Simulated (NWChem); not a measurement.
**BP86/6-31++G(d,p) (spherical functions) run of CH2F2 (difluoromethane)**

Aim: the electronic atomisation energy of CH2F2 (difluoromethane) at BP86/6-31++G** (spherical functions), from 4 runs. 

The results are computed with NWChem 7.3.0.

3 further runs of the same task are left out: 3 set aside as unsound or not needed.

### Step 1. Starting point

CH2F2 has 5 atoms, charge 0, and is taken as a singlet. As SMILES, `FCF`. The shape is that of a PBE0-D4/def2-TZVP optimisation.

Bond lengths: F1–C2 1.351 Å, C2–F3 1.351 Å, C2–H4 1.093 Å, C2–H5 1.094 Å. Angles: F1–C2–F3 108.6°, F1–C2–H4 108.8°, F1–C2–H5 108.8°, F3–C2–H4 108.8°, F3–C2–H5 108.8°, H4–C2–H5 113.0°.

### Step 2. A single-point energy at BP86/6-31++G(d,p) (spherical functions) (run 1)

Contents of sp.nw:

```
START sp
TITLE "CH2F2 BP86"
memory 2200 mb
GEOMETRY units angstroms noautosym nocenter noautoz
  F       -1.073300       0.191200       0.698300
  C        0.010100      -0.016900      -0.082300
  F        1.090500      -0.179200       0.713200
  H       -0.142700      -0.932900      -0.659500
  H        0.165300       0.864200      -0.711100
END
BASIS spherical bse
  * library 6-31++G**
END
DFT
  xc becke88 perdew86
  grid fine
  convergence energy 1e-08
  iterations 100
  mulliken
  noprint "final vectors analysis"
END
TASK dft
```

On the command line:

```console
nwchem sp.nw > sp.out
```

Log:

```text
[...]
          Wavefunction type:  closed shell.
          No. of atoms     :     5
          No. of electrons :    26
[...]
          Charge           :     0
          Spin multiplicity:     1
[...]
          AO basis - number of functions:    66
[...]
              XC Information
              --------------
                    Becke 1988 Exchange Functional  1.000
                Perdew 1981 Correlation Functional  1.000 local
                Perdew 1986 Correlation Functional  1.000 non-local
[...]
 d= 0,ls=0.0,diis     1   -238.8960379806 -3.16D+02  2.10D-02  8.93D-01     0.8
[...]
 d= 0,ls=0.0,diis     8   -238.9939499300  4.98D-10  8.30D-07  1.37D-08     4.5
         Total DFT energy =     -238.993949930016
      One electron energy =     -484.421133645671
           Coulomb energy =      195.014038659658
    Exchange-Corr. energy =      -27.055071086030
 Nuclear repulsion energy =       77.468216142026
[...]
      Total Density - Mulliken Population Analysis
     ---------------------------------------------
    Atom       Charge   Shell Charges
 -----------   ------   -------------------------------------------------------
    1 F    9     9.26   2.00  0.94  3.30  1.03  1.85 -0.00  0.14  0.02
    2 C    6     5.76   2.00  0.69  1.94  0.46  0.48  0.05  0.04  0.11
    3 F    9     9.26   2.00  0.94  3.30  1.03  1.85 -0.00  0.14  0.02
    4 H    1     0.86   0.54  0.31 -0.01  0.01
    5 H    1     0.86   0.54  0.31 -0.01  0.01
[...]
```

It took 5.1 s on 1 thread of Intel Xeon Platinum 8375C at 2.90GHz (Ice Lake), shared host; peak memory 0.11 GiB.

### Step 3. The C atom, same level (run 2)

Contents of input.nw:

```
start input
title "C"
memory total 2200 mb
charge 0

geometry units angstrom noautosym nocenter noautoz
   C      0.000000     0.000000     0.000000
end

basis spherical bse
   * library 6-31++G**
end

dft
   xc becke88 perdew86
   mult 3
   grid fine
   convergence energy 1e-08
   iterations 100
   mulliken
   print low
end

task dft energy
```

Run the same way, it converges to -37.83720 Eh (log not shown).

Run 3 isn't shown in full; the table further down has it.

### Step 4. The H atom, same level (run 4)

Contents of geom.nw:

```
start geom
title "H BP86"
memory total 2200 mb
charge 0

geometry units angstroms noautosym nocenter noautoz
  H      0.000000     0.000000     0.000000
end

basis spherical bse
  H library 6-31++G**
end

dft
  xc becke88 perdew86
  mult 2
  grid fine
  convergence energy 1e-08
  iterations 100
  mulliken
  print low
end

task dft
```

Run the same way, it converges to -0.49959 Eh (log not shown).

### Step 5. The series

| run | level | partner | energy (Eh) | wall time |
| --- | --- | --- | --- | --- |
| 1 | BP86/6-31++G** (spherical functions) | base | -238.993950 | 5.1 s |
| 2 | UBP86/6-31++G** (spherical functions) | atoms | -37.837196 | 0.76 s |
| 3 | UBP86/6-31++G** (spherical functions) | atoms | -99.721017 | 0.79 s |
| 4 | UBP86/6-31++G** (spherical functions) | atoms | -0.499591 | 0.61 s |

### Step 6. Outcome

At BP86/6-31++G** (spherical functions):

| quantity | value |
| --- | --- |
| H atom: total energy | -0.49959 Eh |
| H atom: ⟨S²⟩ | 0.750 |
| electronic atomisation energy | 19.471 eV |

What this shows: Taking the molecule apart into free atoms costs 19.47 eV (1879 kJ/mol), before zero-point energy and without spin-orbit coupling. All runs together took 7.3 s, the longest 5.1 s.
